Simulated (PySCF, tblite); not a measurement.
**C5H10BrFGe: geometry, infrared bands and NMR shifts**

What infrared bands and NMR shifts should C5H10BrFGe (`[F][Ge@@H]1[CH2]CC[C@H](Br)[CH2]1`) show?

Computed with tblite 0.8.0 and PySCF 2.14.0, with density-fitted response routines of our own, on a single molecule in the gas phase. Atoms are numbered from 0 throughout.

**1. The starting structure**

18 atoms, charge 0, multiplicity 1; geometry from: force field or distance geometry start.

Bonds of the start (Å): F0–Ge1 1.74, Ge1–C2 1.95, C2–C3 1.51, C3–C4 1.55, C4–C5 1.54, C5–Br6 1.94, C5–C7 1.53, C7–Ge1 1.94, Ge1–H8 1.56, C2–H9 1.11, C2–H10 1.10, C3–H11 1.11, C3–H12 1.13, C4–H13 1.12, C4–H14 1.10, C5–H15 1.13, C7–H16 1.11, C7–H17 1.11.

**2. Relaxing the molecule with GFN2-xTB**

What the job is given:

```
{"job": {"kind": "relax", "xc": "GFN2-xTB", "basis": "xTB"}, "charge": 0, "multiplicity": 1}
F     -1.132200     2.829700    -1.276600
Ge    -0.529700     1.695000    -0.102800
C      1.217200     1.001300    -0.633100
C      1.529500    -0.261900     0.138800
C      0.468900    -1.373300    -0.035000
C     -0.873400    -1.044600     0.650000
Br    -1.989600    -2.626000     0.660800
C     -1.621700     0.098100    -0.035300
H     -0.428600     2.325600     1.317100
H      1.180900     0.783300    -1.720400
H      1.980100     1.774000    -0.444100
H      2.506700    -0.659200    -0.204300
H      1.633600    -0.027700     1.237700
H      0.309500    -1.562000    -1.128600
H      0.871900    -2.298900     0.401800
H     -0.682600    -0.768200     1.725900
H     -1.884500    -0.194000    -1.077000
H     -2.564800     0.315300     0.513500
```

Command:

```console
OMP_NUM_THREADS=1 python probes_run.py task.json out
```

The driver reads the jobs from task.json and runs them one after another.

**Question.** This job is followed by: GFN2-xTB harmonic vibrations, gas phase; GIAO PBE0/pcSseg-1 NMR shielding, non-relativistic, gas phase. What will the session give for the following? strongest single infrared mode (GFN2-xTB); zero-point energy (GFN2-xTB); 13C shifts against TMS (PBE0/pcSseg-1); 1H shifts against TMS (PBE0/pcSseg-1); 19F shifts against CFCl3 (PBE0/pcSseg-1); 73Ge shifts against GeMe4 (PBE0/pcSseg-1); 79Br shifts against HBr (PBE0/pcSseg-1).

**Answer**, as computed:

| quantity | value |
| --- | --- |
| strongest single infrared mode (GFN2-xTB) | 1863 cm⁻¹, 414 km/mol |
| zero-point energy (GFN2-xTB) | 85.5 kcal/mol |
| 13C shifts against TMS (PBE0/pcSseg-1) | 67.4, 45.2, 37.8, 28.6, 21.0 ppm |
| 1H shifts against TMS (PBE0/pcSseg-1) | 5.86, 4.07, 2.52, 2.49, 2.23, 2.11, 1.85, 1.61, 1.32, 1.28 ppm |
| 19F shifts against CFCl3 (PBE0/pcSseg-1) | -225.9 ppm |
| 73Ge shifts against GeMe4 (PBE0/pcSseg-1) | 71 ppm |
| 79Br shifts against HBr (PBE0/pcSseg-1) | 735 ppm |

Relaxing lowered the energy by 0.258 eV in 68 steps; the close pair that moved most is C5–Br6, from 1.936 to 1.997 Å. All 48 modes are real, so the xTB geometry is a minimum. The strongest single mode, at 1863 cm⁻¹, moves mainly H8. GFN2-xTB is a fitted tight-binding method: band positions and strengths are rough. Its intensities can rank the bands wrongly. C5 stands next to heavy halogen, whose spin-orbit shielding this run leaves out, so the computed shift lies too far downfield, most of all for carbon beside Br or I. At PBE0/pcSseg-1: The widest tensor belongs to Br6: span 1909 ppm, with a paramagnetic part of -1235 ppm. Spin-orbit coupling is left out, which matters for shieldings and couplings at and beside the heavy atoms.
